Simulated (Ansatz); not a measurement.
**LaP: stress in a strained cell**

Aim: deform LaP (equal xy, yz and zx engineering shear strains of +1 %) and compute stress, forces and field gradients with LAPW, PAW and all-electron datasets made for the crystal.

Computed with Ansatz 0.2.0 (DFT LDA, scalar-relativistic, unless a step's input says otherwise).

## (1) The system as given

It takes space group Fm-3m (No. 225, cubic). The conventional cell has a = 6.025 Å, b = 6.025 Å, c = 6.025 Å, α = 90.00°, β = 90.00°, γ = 90.00°. La (site symmetry m-3m) is surrounded by 6 P at 3.01 Å. P (site symmetry m-3m) is surrounded by 6 La at 3.01 Å.

As a file:

```cif
data_structure
_symmetry_space_group_name_H-M 'Fm-3m'
_symmetry_Int_Tables_number 225
_cell_length_a 6.0250
_cell_length_b 6.0250
_cell_length_c 6.0250
_cell_angle_alpha 90.000
_cell_angle_beta 90.000
_cell_angle_gamma 90.000
_cell_volume 218.71
loop_
_atom_site_label
_atom_site_type_symbol
_atom_site_symmetry_multiplicity
_atom_site_Wyckoff_symbol
_atom_site_fract_x
_atom_site_fract_y
_atom_site_fract_z
_atom_site_occupancy
La1 La 4 a 0.00000 0.00000 0.00000 1
P1 P 4 b 0.50000 0.00000 0.00000 1
```

The file gives the conventional cell by its symmetry; the runs use the cell typed in the input.

Atoms are numbered in the order of the input: La1, P2.

## (2) The deformed structure

Space group Fm-3m before, R-3m after.

## (3) Full-potential LAPW

input.yaml

```yaml
crystal:
  lattice:
    - [0.030125, 3.0275625, 3.0275625]
    - [3.0275625, 0.030125, 3.0275625]
    - [3.0275625, 3.0275625, 0.030125]
  atoms:
    - { symbol: La, position: [0.0, 0.0, 0.0] }
    - { symbol: P, position: [0.5, 0.5, 0.5] }
kpoints:
  mp_grid: { grid: [10, 10, 10] }
  band_path:
    path:
      - [0.0, 0.0, 0.0]
      - [0.5, 0.5, 0.5]
      - [0.247543133, 0.5, 0.752456867]
      - [-0.247543133, 0.247543133, 0.5]
      - [0.0, 0.0, 0.5]
      - [0.0, 0.0, 0.0]
      - [-0.3737715665, 0.0, 0.3737715665]
      - [0.0, 0.3737715665, 0.6262284335]
      - [0.0, 0.5, 0.5]
    npoints: 5
scf:
  occupations: { method: fermi_dirac, width: 0.03 }
hamiltonian:
  xc: lda
  pseudopotentials: { kind: all_electron, lapw: { basis_error: 0.001 } }
output:
  forces: true
  stress: true
  eigenvalues: true
```

Launch:

```bash
ansatz run input.yaml --threads 1 --pin off --max-ram 3072MiB --backend cpu --events-out ev --progress --plain --runs-dir out
```

## (4) Frozen-core PAW

input.yaml

```yaml
crystal:
  lattice:
    - [0.030125, 3.0275625, 3.0275625]
    - [3.0275625, 0.030125, 3.0275625]
    - [3.0275625, 3.0275625, 0.030125]
  atoms:
    - { symbol: La, position: [0.0, 0.0, 0.0] }
    - { symbol: P, position: [0.5, 0.5, 0.5] }
kpoints:
  mp_grid: { grid: [10, 10, 10] }
scf:
  occupations: { method: fermi_dirac, width: 0.03 }
hamiltonian:
  xc: lda
  pseudopotentials: { kind: paw }
output:
  forces: true
  stress: true
  eigenvalues: true
  efg: { contact_densities: true }
```

## (5) All-electron PAW on datasets made for the crystal

Edit input.yaml of step 4 so:

```diff
@@ -14,3 +14,3 @@
   xc: lda
-  pseudopotentials: { kind: paw }
+  pseudopotentials: { kind: all_electron, datasets: crystal }
 output:
```

(Steps that only read results are left out.)

Before running it: what results should come out? Wanted: pressure; largest shear or deviatoric stress.

**Answer**, as computed:

| quantity | value |
| --- | --- |
| pressure | LAPW -3.21, PAW -3.24, crystal datasets -3.21 GPa |
| largest shear or deviatoric stress (LAPW) | 0.34 GPa |

In words: The largest part of the stress beyond the pressure is 0.34 GPa in size; the atoms are carried along and not relaxed. No run of the undeformed cell stands beside it, so the pressure holds what the given cell had before the change. PAW: stress within 0.03 GPa of LAPW. Crystal datasets: stress within 0.01 GPa of LAPW. Spin-orbit coupling is left out, though the cell holds La; in elements this heavy it can shift bands and gaps by tenths of an eV.
